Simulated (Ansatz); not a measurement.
# Na3Rh: the cost of one run

Computed with Ansatz 0.2.0 (DFT PBE, scalar-relativistic, plane waves, PAW, unless a step's input says otherwise).

## 1. The starting structure

It takes space group Pm-3m (No. 221, cubic). The conventional cell has a = 4.185 Å, b = 4.185 Å, c = 4.185 Å, α = 90.00°, β = 90.00°, γ = 90.00°. Around Na (site symmetry 4/mmm) lie 8 Na at 2.96 Å and 4 Rh at 2.96 Å. Rh (site symmetry m-3m) has 12 Na at 2.96 Å as nearest neighbours.

Structure file:

```
CELL_PARAMETERS angstrom
4.18461 0.00000 0.00000
0.00000 4.18461 0.00000
0.00000 0.00000 4.18461
ATOMIC_POSITIONS crystal
Na 0.00000 0.50000 0.50000
Na 0.50000 0.00000 0.50000
Na 0.50000 0.50000 0.00000
Rh 0.00000 0.00000 0.00000
```

This is candidate A: Cu3Au (L1_2) type (Pm-3m, No. 221).

(A quick probe on a coarse mesh, which set the mesh and smearing, is not shown.)

## 3. Coarse relaxation (candidate A)

input.yaml

```yaml
crystal:
  lattice:
    - [4.1846053971, 0.0, 0.0]
    - [0.0, 4.1846053971, 0.0]
    - [0.0, 0.0, 4.1846053971]
  atoms:
    - { symbol: Na, position: [0.0, 0.5, 0.5] }
    - { symbol: Na, position: [0.5, 0.0, 0.5] }
    - { symbol: Na, position: [0.5, 0.5, 0.0] }
    - { symbol: Rh, position: [0.0, 0.0, 0.0] }
basis:
  ecutwfc: 420
kpoints:
  mp_grid: { grid: [4, 4, 4] }
hamiltonian:
  xc: pbe
scf:
  occupations: { method: gaussian, width: 0.1 }
  lower_state_search: "off"
output:
  forces: true
  stress: true
  eigenvalues: true
relax:
  adjacent_minimum: "off"
  f_tol: 0.04
  max_steps: 70
  cell: { stress_tol: 0.4 }
```

The run is started by

```sh
$ ansatz run input.yaml --threads 1 --pin off --max-ram 2560MiB --backend cpu --events-out ev --progress --plain --runs-dir out
```

What time and memory should one allow on 1 thread of Arm Neoverse V1, shared host?

About 8.1 s, with a peak of 0.31 GiB.
